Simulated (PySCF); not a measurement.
**HBr (hydrogen bromide) at B2PLYP/SBKJC (core potential)**

What is the energy change on altering one bond length of HBr (hydrogen bromide) at B2PLYP/SBKJC (core potential)? Input form: a Python script.

Program for the calculation: PySCF 2.14.0.

12 further runs of the same task are left out: 3 that didn't finish, 9 set aside as unsound or not needed.

### 1 The structure to begin with

The species is HBr (2 atoms), meant as a singlet with charge 0. SMILES: `Br`. Geometry: relaxed at PBE0-D4/def2-TZVP.

Bond lengths: Br1–H2 1.420 Å.

### 2 A single-point energy at B2PLYP/SBKJC (core potential)

Contents of calc.py:

```python
from pyscf import gto, dft, mp

mol = gto.M(
    atom='Br -0.603220 0.217960 -0.305050; H 0.603220 -0.217960 0.305050',
    max_memory=1860,
    verbose=4,
    ecp={'Br': 'sbkjc'},
    basis='sbkjc',
)

calc0 = dft.RKS(mol, xc='0.53*HF + 0.47*B88, 0.73*LYP')
calc0.grids.level = 5
calc0.conv_tol = 1e-10
calc0.kernel()
if not calc0.converged:
    calc0 = calc0.newton().run(calc0.mo_coeff, calc0.mo_occ)

pt = mp.MP2(calc0).run()
etot = calc0.e_tot + 0.27 * pt.e_corr
print('PT2 part  %.8f' % (0.27 * pt.e_corr))
print('E(%s) = %.9f' % ('B2PLYP', etot))
```

On the command line:

```
$ OMP_NUM_THREADS=1 python calc.py
```

Log:

```text
PySCF version 2.14.0

[INPUT] num. atoms = 2
[INPUT] num. electrons = 8
[INPUT] charge = 0
[INPUT] spin (= nelec alpha-beta = 2S) = 0
[INPUT] symmetry False subgroup None
[INPUT] Mole.unit = angstrom
[INPUT] Symbol           X                Y                Z      unit          X                Y                Z       unit  Magmom
[INPUT]  1 Br    -0.603220000000   0.217960000000  -0.305050000000 AA   -1.139920592860   0.411884706110  -0.576460954299 Bohr   0.0
[INPUT]  2 H      0.603220000000  -0.217960000000   0.305050000000 AA    1.139920592860  -0.411884706110   0.576460954299 Bohr   0.0

nuclear repulsion = 2.60775000272955
number of shells = 6
number of NR pGTOs = 23
number of NR cGTOs = 10
basis = sbkjc
ecp = {'Br': 'sbkjc'}

******** <class 'pyscf.dft.rks.RKS'> ********
method = RKS
initial guess = minao
damping factor = 0
level_shift factor = 0
DIIS = <class 'pyscf.scf.diis.CDIIS'>
diis_start_cycle = 1
diis_space = 8
diis_damp = 0
SCF conv_tol = 1e-10
SCF conv_tol_grad = None
SCF max_cycles = 50
direct_scf = True
direct_scf_tol = 1e-13
XC library pyscf.dft.libxc version 7.0.0
    S. Lehtola, C. Steigemann, M. J.T. Oliveira, and M. A.L. Marques.,  SoftwareX 7, 1–5 (2018)
XC functionals = 0.53*HF + 0.47*B88, 0.73*LYP
    A. D. Becke.,  Phys. Rev. A 38, 3098 (1988)
    C. Lee, W. Yang, and R. G. Parr.,  Phys. Rev. B 37, 785 (1988)
    B. Miehlich, A. Savin, H. Stoll, and H. Preuss.,  Chem. Phys. Lett. 157, 200 (1989)
radial grids:
    Treutler-Ahlrichs [JCP 102, 346 (1995); DOI:10.1063/1.469408] (M4) radial grids

becke partition: Becke, JCP 88, 2547 (1988); DOI:10.1063/1.454033
pruning grids: <function nwchem_prune>
grids dens level: 5
symmetrized grids: False
atomic radii adjust function: <function treutler_atomic_radii_adjust>
small_rho_cutoff = 0
Set gradient conv threshold to 1e-05
Initial guess from minao.
tot grids = 68280
init E= -13.5125118508222
  HOMO = -0.221073709788005  LUMO = 0.123343936154305  gap/eV = 9.37208
cycle= 1 E= -13.8448953631861  delta_E= -0.332  |g|= 0.173  |ddm|= 2.02
  HOMO = -0.397883407116269  LUMO = 0.0385647370677182  gap/eV = 11.87636
cycle= 2 E= -13.8590056955715  delta_E= -0.0141  |g|= 0.0431  |ddm|= 0.445
  HOMO = -0.360634568864113  LUMO = 0.0692910634695645  gap/eV = 11.69887
cycle= 3 E= -13.8598092722319  delta_E= -0.000804  |g|= 0.0076  |ddm|= 0.0936
  HOMO = -0.362989098312373  LUMO = 0.0709602824904683  gap/eV = 11.80836
cycle= 4 E= -13.8598348819542  delta_E= -2.56e-05  |g|= 0.00037  |ddm|= 0.0127
  HOMO = -0.362879970344234  LUMO = 0.0711367571803865  gap/eV = 11.81020
cycle= 5 E= -13.8598349479146  delta_E= -6.6e-08  |g|= 1.47e-05  |ddm|= 0.00107
  HOMO = -0.362880800754035  LUMO = 0.0711373903794226  gap/eV = 11.81024
cycle= 6 E= -13.859834948016  delta_E= -1.01e-10  |g|= 1.04e-06  |ddm|= 3.54e-05
  HOMO = -0.362880865070143  LUMO = 0.0711376771585432  gap/eV = 11.81025
cycle= 7 E= -13.8598349480166  delta_E= -5.68e-13  |g|= 9.42e-08  |ddm|= 2.73e-06
  HOMO = -0.362880866096729  LUMO = 0.0711376346631305  gap/eV = 11.81024
Extra cycle  E= -13.8598349480166  delta_E= -3.55e-15  |g|= 3.54e-08  |ddm|= 2.75e-07
converged SCF energy = -13.8598349480166

******** <class 'pyscf.mp.mp2.RMP2'> ********
nocc = 4, nmo = 10
E(RMP2) = -13.8995168609428  E_corr = -0.0396819129261879
E(SCS-RMP2) = -13.9031282481439  E_corr = -0.0432933001272996
E_corr(same-spin) = -0.00499037928937601
E_corr(oppo-spin) = -0.0346915336368119
PT2 part  -0.01071412
E(B2PLYP) = -13.870549065
```

Run time: 1.1 s. Hardware: 1 thread of Arm Neoverse V1, shared host; peak memory 0.14 GiB.

### 3 The distorted shape, same level

Contents of job.py:

```python
from pyscf import gto, dft, mp

molecule = gto.M(
    atom='Br -2.050912 0.741051 -1.037152; H 0.603220 -0.217960 0.305050',
    charge=0,
    max_memory=1860,
    ecp={'Br': 'sbkjc'},
    basis='sbkjc',
    verbose=3,
)

mf = dft.RKS(molecule)
mf.xc = '0.53*HF + 0.47*B88, 0.73*LYP'
mf.conv_tol = 1e-10
mf.grids.level = 5
mf.kernel()
if not mf.converged:
    mf = mf.newton().run(mf.mo_coeff, mf.mo_occ)

pt = mp.MP2(mf).run()
e_final = mf.e_tot + 0.27 * pt.e_corr
print('PT2 part  %.8f' % (0.27 * pt.e_corr))
print('E = %.10f Eh' % e_final)
```

On the command line:

```
$ OMP_NUM_THREADS=1 python job.py
```

Log:

```text
converged SCF energy = -13.6795153510286
E(RMP2) = -13.8231365907501  E_corr = -0.143621239721504
E(SCS-RMP2) = -13.8440149621388  E_corr = -0.164499611110219
PT2 part  -0.03877773
E = -13.7182930858 Eh
```

It took 1.3 s on 1 thread of Arm Neoverse V1, shared host; peak memory 0.14 GiB.

### 4 Outcome

At B2PLYP/SBKJC (core potential):

| quantity | value |
| --- | --- |
| first shape: total energy | -13.87055 Eh |
| first shape: dipole moment (SCF part) | 1.50 D |
| first shape: HOMO energy (SCF part's orbitals) | -9.87 eV |
| first shape: LUMO energy (SCF part's orbitals) | 1.94 eV |
| first shape: HOMO–LUMO gap (SCF part's orbitals) | 11.81 eV |
| distorted shape: total energy | -13.71829 Eh |
| distorted shape: dipole moment (SCF part) | 2.71 D |
| distorted shape: HOMO energy (SCF part's orbitals) | -9.32 eV |
| distorted shape: LUMO energy (SCF part's orbitals) | -5.52 eV |
| distorted shape: HOMO–LUMO gap (SCF part's orbitals) | 3.80 eV |
| energy change with the Br1–H2 bond stretched from 1.420 to 3.125 Å | 4.143 eV |

What this shows: One bond (distorted shape) is far stretched, which a spin-restricted single reference describes badly; perturbation theory on it can break down and give far too much correlation. With the Br1–H2 bond stretched from 1.420 to 3.125 Å the energy rises by 4.14 eV (96 kcal/mol). The first shape isn't relaxed at this level, so the change isn't measured from a minimum. A restricted reference can't describe the breaking bond well at this length.
